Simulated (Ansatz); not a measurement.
Crystal: CoW3.

```
W Co
1.0
     3.90735    0.00000    0.00000
     0.00000    3.90735    0.00000
     0.00000    0.00000    3.90735
W Co
3 1
Direct
  0.50000 0.50000 0.00000
  0.50000 0.00000 0.50000
  0.00000 0.50000 0.50000
  0.00000 0.00000 0.00000
```

The cell comes from a database or a generator and needn't be the stable form of this composition.

Alike in all runs: program Ansatz 0.2.0; functional PBEsol; potentials or basis Ansatz PAW; cutoff 420 eV (not typed: the program's choice for these potentials); k mesh 6 × 6 × 6; occupations fermi-dirac, width 0.05 eV.

The same cell was started in several ways:

| start | free energy over the lowest (meV/atom) | net moment (μB) | site or absolute moments (μB) | gap |
| --- | --- | --- | --- | --- |
| collinear spin, ferromagnetic start of up to 2.5 μB; fixed moment 2.5 | 79.3 | 2.50 | W +0.27; Co +1.40 | - |
| collinear spin, ferromagnetic start of up to 4 μB; fixed moment 4 | 284.9 | 4.00 | W +0.57; Co +1.70 | - |
| collinear spin, ferromagnetic start of up to 2 μB; fixed moment 2 | 36.9 | 2.00 | W +0.20; Co +1.24 | - |
| collinear spin, ferromagnetic start of up to 1.5 μB; fixed moment 1.5 | 15.6 | 1.50 | W +0.13; Co +1.03 | - |
| collinear spin, ferromagnetic start of up to 0.5 μB; fixed moment 0.5 | 0.0 | 0.50 | W +0.02; Co +0.42 | - |
| collinear spin, ferromagnetic start of up to 3 μB; fixed moment 3 | 136.0 | 3.00 | W +0.36; Co +1.53 | - |
| collinear spin, ferromagnetic start of up to 1 μB; fixed moment 1 | 4.4 | 1.00 | W +0.07; Co +0.72 | - |
| collinear spin, program default start; fixed moment 0 | 0.1 | 0.00 | - | - |

All polarised runs hold their moment fixed, so the table maps the energy against it. A still lower state may exist.

Caveats: the total moment is fixed, so each spin has its own Fermi level.
